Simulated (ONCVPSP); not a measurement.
# An ONCV potential for erbium, from input to tests

Task: generate the file, and judge it by its errors in other configurations, its logarithmic derivatives, its ghosts and its cutoff.

The numbers are computed with ONCVPSP 4.0.1 (PBEsol, scalar-relativistic, spin-unpolarised reference atom).

## 1. The design

The settings as typed:

* element: erbium (Er, Z = 68)
* type: optimised norm-conserving Vanderbilt (ONCV)
* frozen core: [Kr] 4d10
* valence charge: 22
* reference configuration: 4f11 5s2 5p6 (charge +3)
* partial waves: 5s: rc 2.05 bohr, ncon 4, nbas 8, qcut 7.6 1/bohr, 2 projectors, debl 2.5 Ha; 5p: rc 1.95 bohr, ncon 4, nbas 7, qcut 7.9 1/bohr, 2 projectors, debl 2 Ha; d scattering state at 0.06 Ha: rc 1.60 bohr, ncon 4, nbas 7, qcut 6.5 1/bohr, 3 projectors, debl 0.5 Ha; 4f: rc 0.65 bohr, ncon 4, nbas 7, qcut 19.3 1/bohr, 1 projector
* local potential: polynomial inside 0.45 bohr (lpopt 5, dvloc0 3 Ha)
* core correction: not asked for

An earlier all-electron run gives the scale for the radii.

All-electron outer shells of the reference configuration (PBEsol, scalar-relativistic, ld1.x):

```json
{"shell": "5p", "level (eV)": "-55.42", "outermost node (bohr)": "0.65", "outermost maximum (bohr)": "1.26"}
{"shell": "4f", "level (eV)": "-35.49", "outermost node (bohr)": "–", "outermost maximum (bohr)": "0.51"}
{"shell": "5d", "level (eV)": "-24.93", "outermost node (bohr)": "0.72", "outermost maximum (bohr)": "1.70"}
{"shell": "6s", "level (eV)": "-23.47", "outermost node (bohr)": "1.45", "outermost maximum (bohr)": "2.73"}
{"shell": "6p", "level (eV)": "-17.56", "outermost node (bohr)": "1.71", "outermost maximum (bohr)": "3.26"}
```

## 2. The generation run

Contents of Er.dat:

```
# ATOM AND REFERENCE CONFIGURATION
# atsym  z   nc   nv     iexc    psfile
  Er 68.00    9    3  -116133      upf
#
#   n    l    f
    1    0    2.00
    2    0    2.00
    2    1    6.00
    3    0    2.00
    3    1    6.00
    3    2   10.00
    4    0    2.00
    4    1    6.00
    4    2   10.00
    4    3   11.00
    5    0    2.00
    5    1    6.00
#
# PSEUDOPOTENTIAL AND OPTIMIZATION
# lmax
    3
#
#   l,   rc,      ep,       ncon, nbas, qcut
    0    2.05    0.00    4    8    7.60
    1    1.95    0.00    4    7    7.90
    2    1.60    0.06    4    7    6.50
    3    0.65    0.00    4    7   19.30
#
# LOCAL POTENTIAL
# lloc, lpopt,  rc(5),   dvloc0
    4    5    0.45    3.00
#
# VANDERBILT-KLEINMAN-BYLANDER PROJECTORs
# l, nproj, debl
    0    2    2.50
    1    2    2.00
    2    3    0.50
    3    1    3.10
#
# MODEL CORE CHARGE
# icmod, fcfact, rcfact
    0    0.00    0.00
#
# LOG DERIVATIVE ANALYSIS
# epsh1, epsh2, depsh
   -5.00    5.00    0.04
#
# OUTPUT GRID
# rlmax, drl
    6.00    0.01
#
# TEST CONFIGURATIONS
# ncnf
    4
# nvcnf
#   n    l    f
    4
    4    3   12.00
    5    0    2.00
    5    1    6.00
    6    0    2.00
#
    4
    4    3   12.00
    5    0    2.00
    5    1    6.00
    6    0    1.00
#
    3
    4    3   12.00
    5    0    2.00
    5    1    6.00
#
    5
    4    3   12.00
    5    0    2.00
    5    1    6.00
    5    2    1.00
    6    0    1.00
#
```

Run with:

```sh
$ oncvpsp.x < Er.dat > Er.out
```

Q: Predict the outcome of this session. Wanted: cutoffs for 1 and 0.1 mHa per electron, occupied waves; bound ghosts; GHOST(+) flags; largest miss of a reference level; largest test error; largest phase difference near zero energy, channels read; projector energies reset by the program.

The runs gave:

```
                                                quantity                                                                           value
  cutoffs for 1 and 0.1 mHa per electron, occupied waves                                                               455 Ha and 563 Ha
                                            bound ghosts  s at -1669.39 eV, s at -134.25 eV, p at -878.16 eV, d at -196.31 eV and 1 more
                                          GHOST(+) flags                                                                    d at 1979 eV
                       largest miss of a reference level                                                                     19 meV (4f)
                            largest test error (AE − PS)                                -103 meV, for 4f12 5s2 5p6 6s1 (1 test unsolved)
largest phase difference near zero energy, channels read                                                                       0.001 rad
                 projector energies reset by the program             s: -3.015, 0.050 Ha; p: -2.037, 0.250 Ha; d: 0.050, 0.550, 1.050 Ha
```

In words: It has a bound ghost (s, p, d), a state that the atom doesn't have, and that rules the file out. Close by lies the frozen 4d level (-198.5 eV). By total energies transferability is fair for so large an energy: the largest error is 103 meV on 38.1 eV, for 4f12 5s2 5p6 6s1. Of the tests 1 gave no usable energy difference, which is a warning in itself. By its cutoff, 455 Ha for the looser tolerance, it is very hard. At the looser tolerance the 4f wave is the slowest; 5p needs 17 Ha. Near zero energy the phases of the channels with partial waves agree within 0.001 rad. The pseudo curves have a pole with no partner nearby in the atom's: s at -4.92 Ha. The program also flags highly localised states, GHOST(+) (d).
